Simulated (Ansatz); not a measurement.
## CH₃AlO₂, SMILES O=C[O][AlH2]: energies of removing a hydrogen

Program: Ansatz 0.2.0, Python API.

`ch3alo2.py`
```python
"""Cost of removing each kind of hydrogen from CH3AlO2, fragments frozen."""

import ansatz as az


def energy_of(molecule, charge=0, unpaired=0):
    calc = molecule.calculation().basis(gaussian="cc-pVDZ").functional("CAM-B3LYP")
    if charge:
        calc = calc.charge(charge)
    if unpaired:
        calc = calc.spin("collinear", total=unpaired)
    report = calc.run().report
    if report["published_state_doubts"]:
        print("  doubts:", report["published_state_doubts"])
    return report["free_energy_ev"]

GEOMETRY = """
O     0.27890   -1.91010    0.01130
C     0.98320   -0.99440    0.50100
O     0.64570    0.36870    0.40780
Al   -0.77240    1.06370   -0.41660
H     1.89510   -1.30660    0.98740
H    -1.09820    2.64560   -0.44560
H    -1.87110    0.06510   -1.09100
"""

def without(molecule, index):
    rest = az.Crystal.molecule()
    for i, site in enumerate(molecule.cartesian_sites):
        if i != index:
            rest = rest.atom(site.symbol, site.position_ang)
    return rest

system = az.Crystal.molecule()
for line in GEOMETRY.strip().splitlines():
    symbol, *xyz = line.split()
    system = system.atom(symbol, [float(v) for v in xyz])

whole = energy_of(system, 0)
hydrogen = energy_of(az.Crystal.molecule().atom("H", (0, 0, 0)), 0, 1)
print(f"E(molecule) = {whole:.5f} eV, E(H) = {hydrogen:.5f} eV")
for index in [4, 6]:
    radical = energy_of(without(system, index), 0, 1)
    print(f"H{index}: homolysis {23.060548 * (radical + hydrogen - whole):.1f} kcal/mol")
```

Output of `python ch3alo2.py`:
```text
E(molecule) = -11775.62680 eV, E(H) = -13.54839 eV
H4: homolysis 101.4 kcal/mol
H6: homolysis 84.4 kcal/mol
```

Notes:
- Total energies depend on the basis set; only differences at equal settings carry meaning.
- The geometry is a force-field or estimated start, not a minimum of this method, and the basis set is short of its limit. All parts are taken at fixed geometry, without zero-point energy.
- Run time: 8.2 s on 1 thread of Arm Neoverse V2 (shared host), peak memory 0.24 GiB.
